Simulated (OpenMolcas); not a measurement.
**Mo⁵⁺ among point charges: CASSCF and CASPT2 levels and susceptibility**

How does a field of 5 point charges split the states of Mo⁵⁺, and what χT follows?

Method: state-averaged CASSCF and CASPT2, spin-orbit coupling by RASSI with atomic mean-field integrals. Code: OpenMolcas 26.06.

**1. The atom as given**

* Species: Mo⁵⁺ (molybdenum, Z = 42, 37 electrons)
* Basis: ANO-RCC-VDZP [6s5p3d1f], 43 functions
* Scalar Hamiltonian: DKH2, point nucleus
* Inactive shells: 1s 2s 2p 3s 3p 3d 4s 4p
* Active space: 1 electron in 5 orbitals (4d)
* Some configurations of this space: 4d
* Orbitals: optimised for each spin and parity, averaged over all roots

The outer shells:

4d
```
4d [↑ ][  ][  ][  ][  ]
```

The ion sits among 5 point charges of -2 e arranged as a square pyramid (C4v), 2.39 Å from the ion, with the axial distance 2.748 Å.

The work runs as a chain of OpenMolcas steps in one folder; each step below is one input file. Labels, J, g values, rates, χT and fits are worked out afterwards by a script from the matrices that RASSI stores.

**2. One- and two-electron integrals**

Contents of a.inp:

```
&GATEWAY
Coord
1

Mo 0.0 0.0 0.0
Basis=ANO-RCC-VDZP
Group=NoSym
NoMove
AngMom=0.0 0.0 0.0
AMFI
XField
5 Angstrom 0
2.390000 0.000000 0.000000 -2.000000
0.000000 2.390000 0.000000 -2.000000
-2.390000 0.000000 0.000000 -2.000000
0.000000 -2.390000 0.000000 -2.000000
0.000000 0.000000 2.748500 -2.000000
&SEWARD
```

The run is started by

```sh
> OMP_NUM_THREADS=1 MOLCAS_MEM=1689 MOLCAS_PROJECT=a pymolcas a.inp > a.log
```

Output:

```text
Basis set label: MO.ANO-RCC...6S5P3D1F.

      Electronic valence basis set:
      ------------------
      Associated Effective Charge  42.000000 au
      Associated Actual Charge     42.000000 au
      Nuclear Model: Point charge

      Shell  nPrim  nBasis  Cartesian Spherical Contaminant
         s      21       6        X
         p      18       5        X
         d      13       3                 X
         f       6       1                 X
                  Relativistic Douglas-Kroll-Hess integrals:
                    - DKH order of Hamiltonian: 2
                    - DKH order of Properties : 0
                  Atomic mean-field integrals
```

**3. Reference wave functions, doublets, 5 roots**

Contents of a.inp:

```
&RASSCF
FileOrb=start.orb
Symmetry=1
Spin=2
nActEl=1 0 0
Inactive=18
Ras2=5
CIRoot=5 5 1
SDav=5
CIMx=300
Iter=120 100
PrWF=0.3
OrbListing=Nothing
MaxOrb=0
>>> COPY $Project.JobIph JOB001
```

The run is started by

```sh
> OMP_NUM_THREADS=1 MOLCAS_MEM=1689 MOLCAS_PROJECT=a pymolcas a.inp > a.log
```

start.orb holds the contracted functions of the basis, ordered by shell, or the orbitals of the step before.

Output:

```text
Wave function specifications:
      -----------------------------

      Number of closed shell electrons          36
      Number of electrons in active shells       1
      Max number of holes in RAS1 space          0
      Max nr of electrons in RAS3 space          0
      Number of inactive orbitals               18
      Number of active orbitals                  5
      Number of secondary orbitals              20
      Spin quantum number                      0.5
      State symmetry                             1
Orbital specifications:
      -----------------------

      Symmetry species                           1
                                                 a
      Frozen orbitals                            0
      Inactive orbitals                         18
      Active orbitals                            5
      RAS1 orbitals                              0
      RAS2 orbitals                              5
      RAS3 orbitals                              0
      Secondary orbitals                        20
      Deleted orbitals                           0
      Number of basis functions                 43
      Number of CSFs                             5
      Number of root(s) required                 5
      Iter CI   SX   CI       RASSCF       Energy    max ROT     max BLB   max BLB  Level Ln srch  Step   QN
          iter iter root      energy       change     param      element    value   shift minimum  type update
 Nr of preliminary CI iterations:   1
      Total energies have been shifted. Add                -4000.00 au
        1   1    9    0   -51.04127505    0.00E+00   3.34E-01*  17  30 1 -4.47E-01*  0.00   0.00    SX    NO
        2   1    8    0   -51.32463341   -2.83E-01*  2.31E-02   14  23 1 -5.85E-02*  0.00   0.00    SX    NO
        3   1    7    0   -51.32767655   -3.04E-03* -9.76E-03    8  30 1  7.33E-03*  0.00   0.00    SX    NO
        4   1    7    0   -51.32777406   -9.75E-05*  6.85E-03   18  31 1  1.76E-03*  0.00   0.00    SX    NO
        5   1    6    0   -51.32778168   -7.62E-06* -3.01E-03   17  30 1 -4.50E-04*  0.00   0.67    QN   YES
        6   1    6    0   -51.32778430   -2.63E-06* -3.66E-04   18  21 1  1.29E-04*  0.00   0.96    QN   YES
        7   1    5    0   -51.32778435   -4.22E-08* -1.60E-04   17  20 1 -4.47E-05   0.00   0.71    QN   YES
        8   1    5    0   -51.32778435   -8.94E-09   2.51E-05   18  31 1  3.41E-06   0.00   0.97    QN   YES
      Convergence after  8 iterations
        9   1    5    0   -51.32778435   -7.64E-11   2.51E-05   18  21 1  2.70E-06   0.00   0.97    QN   YES
      Natural orbitals and occupation numbers for root  1
      sym 1:   1.000000   0.000000  -0.000000   0.000000   0.000000
      Natural orbitals and occupation numbers for root  2
      sym 1:  -0.000000   1.000000   0.000000  -0.000000   0.000000
      Natural orbitals and occupation numbers for root  3
      sym 1:   0.000000   0.000000   1.000000  -0.000000   0.000000
::    RASSCF root number  1 Total energy:  -4051.34319385
::    RASSCF root number  2 Total energy:  -4051.34089651
::    RASSCF root number  3 Total energy:  -4051.34089651
::    RASSCF root number  4 Total energy:  -4051.31565959
::    RASSCF root number  5 Total energy:  -4051.29827532
```

**4. State interaction with spin-orbit coupling**

Contents of a.inp:

```
&RASSI
NrOfJobIphs=1 5
1 2 3 4 5
IphNames
JOB001
EJob
SpinOrbit
DIPRint=1.0
SOCoupling=1000.0
Subsets=2
Property=9
'ANGMOM' 1 'ANGMOM' 2 'ANGMOM' 3 'MLTPL  1' 1 'MLTPL  1' 2 'MLTPL  1' 3
'AMFI' 1 'AMFI' 2 'AMFI' 3
SOProperty=3
'ANGMOM' 1 'ANGMOM' 2 'ANGMOM' 3
```

Output:

```text
SPIN-FREE ENERGIES:
  (Shifted by EMIN (a.u.) =      -4051.3431938525)

 SF State       Relative EMIN(au)   Rel lowest level(eV)    D:o, cm**(-1)      L_eff

     1             0.0000000000        0.0000000000              0.0000         2.0
     2             0.0022973473        0.0625140059            504.2095         2.0
     3             0.0022973473        0.0625140059            504.2095         2.0
     4             0.0275342648        0.7492455132           6043.0726         2.0
     5             0.0449185320        1.2222955251           9858.4783         2.0
     Dipole printing threshold changed to   1.00000000E+00

++ Dipole transition strengths (spin-free states):
   -----------------------------------------------
     for osc. strength at least  1.00000000E+00

  ( Max oscillator strength is only    2.1223937263809053E-006 )
--
Eigenvalues of complex Hamiltonian:
   -----------------------------------
  (Shifted by EMIN (a.u.) =      -4051.3431938525)

 SO State       Relative EMIN(au)   Rel lowest level(eV)    D:o, cm**(-1)     J-value

     1            -0.0056844740        0.0000000000              0.0000         1.4
     2            -0.0056844740        0.0000000000              0.0000         1.4
     3             0.0037837230        0.2576427646           2078.0290         1.7
     4             0.0037837230        0.2576427646           2078.0290         1.7
     5             0.0056560165        0.3085904665           2488.9500         2.4
     6             0.0056560165        0.3085904665           2488.9500         2.4
     7             0.0270293113        0.8901874474           7179.8460         1.3
     8             0.0270293113        0.8901874474           7179.8460         1.3
     9             0.0462629148        1.4135604611          11401.1340         1.2
    10             0.0462629148        1.4135604611          11401.1340         1.2
Weights of the five most important spin-orbit-free states for each spin-orbit state.

 SO State  Total energy (au)           Spin-free states, spin, and weights
 -------------------------------------------------------------------------------------------------------
    1        -0.005684       1 0.5  0.4987    2 0.5  0.2506    3 0.5  0.2506    4 0.5  0.0000    5 0.5  0.0000
    2        -0.005684       1 0.5  0.4987    2 0.5  0.2506    3 0.5  0.2506    5 0.5  0.0000    4 0.5  0.0000
    3         0.003784       3 0.5  0.4834    2 0.5  0.4834    4 0.5  0.0239    5 0.5  0.0094    1 0.5  0.0000
    4         0.003784       3 0.5  0.4834    2 0.5  0.4834    4 0.5  0.0239    5 0.5  0.0094    1 0.5  0.0000
    5         0.005656       1 0.5  0.5013    2 0.5  0.2494    3 0.5  0.2494    4 0.5  0.0000    5 0.5  0.0000
    6         0.005656       1 0.5  0.5013    2 0.5  0.2494    3 0.5  0.2494    4 0.5  0.0000    5 0.5  0.0000
    7         0.027029       4 0.5  0.9210    5 0.5  0.0492    3 0.5  0.0149    2 0.5  0.0149    1 0.5  0.0000
    8         0.027029       4 0.5  0.9210    5 0.5  0.0492    3 0.5  0.0149    2 0.5  0.0149    1 0.5  0.0000
    9         0.046263       5 0.5  0.9414    4 0.5  0.0551    3 0.5  0.0017    2 0.5  0.0017    1 0.5  0.0000
   10         0.046263       5 0.5  0.9414    4 0.5  0.0551    2 0.5  0.0017    3 0.5  0.0017    1 0.5  0.0000
 -------------------------------------------------------------------------------------------------------
```

These steps: 1 s of run time, 1 thread, shared host.

Spin-free states:

```
  state  degeneracy  E (cm-1)  free-ion L (%)
doublet           1         0         D (100)
doublet           2       504         D (100)
doublet           1      6043         D (100)
doublet           1      9858         D (100)
```

With spin-orbit coupling:

| E (cm-1) | Degeneracy | 2S+1 | g |
| --- | --- | --- | --- |
| 0.0 | 2 | 2 | 1.00 1.44 1.44 |
| 2078 | 2 | 2 | 0.13 0.13 3.92 |
| 2489 | 2 | 2 | 1.00 3.45 3.45 |
| 7180 | 2 | 2 | 0.12 2.11 2.11 |
| 11401 | 2 | 2 | 1.97 1.97 3.80 |

Principal g values are given for doublets only; a zero marks a field direction without first-order Zeeman splitting.

Powder χT (cm³ K/mol): 0.16 at 2 K, 0.16 at 5 K, 0.16 at 10 K, 0.16 at 20 K, 0.17 at 50 K, 0.17 at 100 K, 0.17 at 150 K, 0.18 at 200 K, 0.18 at 250 K, 0.19 at 300 K.

Orbitals of the lowest block (energies include the constant potential of the surroundings):

```
shell     space  energy (hartree)  mean occupation  ⟨r²⟩ (bohr²)
   1s  inactive         -739.0365            2.000       0.00163
   2s  inactive         -107.4833            2.000        0.0277
   2p  inactive          -95.9380            6.000        0.0219
   3s  inactive          -19.7603            2.000         0.208
   3p  inactive          -15.8633            6.000         0.213
   3d  inactive           -9.4991           10.000         0.205
   4s  inactive           -3.0955            2.000          1.37
   4p  inactive           -1.8879            6.000          1.58
   4d      RAS2                              1.000          2.47
```

**5. CASPT2: IPEA 0.25, imaginary shift 0.1 (closed shells correlated: 4s 4p)**

Contents of a.inp:

```
>>> COPY JOB001 $Project.JobIph
&CASPT2
Multistate=5 1 2 3 4 5
NoMult
Frozen=14
IPEA=0.25
Imaginary=0.1
MaxIter=60
WThr=0.0 0.3 0.05
PrWF=0.5
NoMix
```

Output:

```text
Orbital specifications:
      -----------------------

      Symmetry species                           1
                                                 a
      Frozen orbitals                           14
      Inactive orbitals                          4
      Active orbitals                            5
      Secondary orbitals                        20
      Deleted orbitals                           0
      Number of basis functions                 43
Type of calculation                        SS-CASPT2
      Fock operator                              state-specific
      IPEA shift                                 0.25
      Real shift                                 0.00
      Imaginary shift                            0.10
      The input orbitals will be transformed to quasi-canonical
Reference energy:       -4051.3431938525
      E2 (Non-variational):      -0.1660538644
      Shift correction:          -0.0000762372
      E2 (Variational):          -0.1661301016
      Total energy:           -4051.5093239541
      Residual norm:              0.0000001479
      Reference weight:           0.96655
      Contributions to the CASPT2 correlation energy
      Active & Virtual Only:         -0.0000000008
      One Inactive Excited:          -0.0358983467
      Two Inactive Excited:          -0.1301555170
Reference energy:       -4051.3408965051
      E2 (Non-variational):      -0.1659193669
      Shift correction:          -0.0000759650
      E2 (Variational):          -0.1659953319
      Total energy:           -4051.5068918370
      Residual norm:              0.0000001427
      Reference weight:           0.96661
      Contributions to the CASPT2 correlation energy
      Active & Virtual Only:         -0.0000000004
      One Inactive Excited:          -0.0358462906
      Two Inactive Excited:          -0.1300730759
::    CASPT2 Root  1     Total energy:  -4051.50932395
::    CASPT2 Root  2     Total energy:  -4051.50689184
::    CASPT2 Root  3     Total energy:  -4051.50689184
::    CASPT2 Root  4     Total energy:  -4051.48183428
::    CASPT2 Root  5     Total energy:  -4051.46441837
```

Time for this run: 0.36 s (1 thread, shared host).

SS-CASPT2: lowest energy less the reference's lowest, -0.1661 hartree; reference weights 0.967.

States without spin-orbit coupling:

```
  state  degeneracy  E (cm-1)  free-ion L (%)
doublet           1         0         D (100)
doublet           2       534         D (100)
doublet           1      6033         D (100)
doublet           1      9856         D (100)
```

With spin-orbit coupling:

| E (cm-1) | Degeneracy | 2S+1 | g |
| --- | --- | --- | --- |
| 0 | 2 | 2 | 1.01 1.43 1.43 |
| 2090 | 2 | 2 | 0.13 0.13 3.92 |
| 2490 | 2 | 2 | 0.99 3.43 3.43 |
| 7160 | 2 | 2 | 0.12 2.11 2.11 |
| 11380 | 2 | 2 | 1.98 1.98 3.80 |

Powder χT (cm³ K/mol): 0.16 at 2 K, 0.16 at 5 K, 0.16 at 10 K, 0.16 at 20 K, 0.16 at 50 K, 0.17 at 100 K, 0.17 at 150 K, 0.18 at 200 K, 0.18 at 250 K, 0.19 at 300 K.

**6. The methods side by side**

A. CASSCF
B. SS-CASPT2, IPEA 0.25, imaginary shift 0.1 (closed shells correlated: 4s 4p)

```
method  ground state  first state of that spin (cm-1)  first gap with spin-orbit (cm-1)  χT at 300 K
     A       doublet                    doublet 504.2                            2078.0         0.19
     B       doublet                    doublet 533.8                            2091.6         0.19
```

**7. Summary of results**

```
                                            quantity                                                                        value
                                              method  SS-CASPT2, IPEA 0.25, imaginary shift 0.1 (closed shells correlated: 4s 4p)
                              spin-free ground state                                          doublet, 1-fold in its orbital part
first state of the same spin within the active space                                                          doublet at 534 cm⁻¹
                                        lowest level                                                 2-fold, g = 1.01, 1.43, 1.43
                                          next level                                                                  2091.6 cm⁻¹
                                         χT at 300 K                                                               0.19 cm³ K/mol
                           effective moment at 300 K                                                                      1.22 μB
```

Cost by method:

```
                                              method  time of its own steps  time with the reference
                                           A. CASSCF                    1 s                      1 s
B. SS-CASPT2, IPEA 0.25, imaginary shift 0.1, +4s 4p                 0.36 s                    1.4 s
```

Times are of one thread on a shared host.

In words: The spin-free ground state (doublet) comes to 100 % from free-ion D terms and keeps the highest spin of the shell. χT at 300 K is 0.19, against 0.38 cm³ K/mol for the spin alone, so orbital moment lowers it. The field of point charges can differ much from that of real complexes. This is an electrostatic model: the charges have no orbitals.
